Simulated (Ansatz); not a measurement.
# LuSe (rocksalt): a single-point run

Aim: a sound single-point run of LuSe (rocksalt). The structure is shown as the input types it.

Computed with Ansatz 0.2.0 (DFT PBE, scalar-relativistic, plane waves, PAW, unless a step's input says otherwise).

1 further run of the same task is left out (for a known fault of the program).

## (1) The structure to begin with

The structure is cubic, space group Fm-3m (No. 225). The conventional cell has a = 5.576 Å, b = 5.576 Å, c = 5.576 Å, α = 90.00°, β = 90.00°, γ = 90.00°. Lu (site symmetry m-3m) is surrounded by 6 Se at 2.79 Å. Se (site symmetry m-3m) is surrounded by 6 Lu at 2.79 Å.

Structure file:

```cif
data_structure
_symmetry_space_group_name_H-M 'P 1'
_symmetry_Int_Tables_number 1
_cell_length_a 3.9428
_cell_length_b 3.9428
_cell_length_c 3.9428
_cell_angle_alpha 60.000
_cell_angle_beta 60.000
_cell_angle_gamma 60.000
_cell_volume 43.34
loop_
_atom_site_label
_atom_site_type_symbol
_atom_site_fract_x
_atom_site_fract_y
_atom_site_fract_z
_atom_site_occupancy
Lu1 Lu 0.50000 0.50000 0.50000 1
Se1 Se 0.00000 0.00000 0.00000 1
```

## (2) Input and run

The input, input.yaml:

```yaml
crystal:
  lattice:
    - [0.0, 2.7880013778, 2.7880013778]
    - [2.7880013778, 0.0, 2.7880013778]
    - [2.7880013778, 2.7880013778, 0.0]
  atoms:
    - { symbol: Lu, position: [0.5, 0.5, 0.5] }
    - { symbol: Se, position: [0.0, 0.0, 0.0] }
basis:
  ecutwfc: 420
  ecutrho_ratio: 4
kpoints:
  mp_grid: { grid: [8, 8, 8] }
hamiltonian:
  xc: pbe
scf:
  occupations: { method: gaussian, width: 0.05 }
  mixing: { algorithm: anderson, beta: 0.95, ndim: 1, preconditioner: none }
  max_iter: 100
output:
  forces: true
  stress: true
```

Started as:

```bash
$ ansatz run input.yaml --threads 4 --pin off --max-ram 6144MiB --backend cpu --events-out ev --progress --plain --runs-dir out
```

**Question.** How will this run end, and is anything wrong with its input?

The program finished normally. That alone doesn't make the input a sound one.

Look at the input: scf.mixing.algorithm is anderson; scf.mixing.beta is 0.95; scf.mixing.ndim is 1; scf.mixing.preconditioner is none. What could go wrong: mixing too aggressive. Here it converged all the same; such a setting changes the road, not the converged state. Several mixing settings were changed at once, so this run can't tell how much each is to blame.

The test: delete scf.mixing.algorithm, scf.mixing.beta, scf.mixing.ndim and scf.mixing.preconditioner (the default then holds).
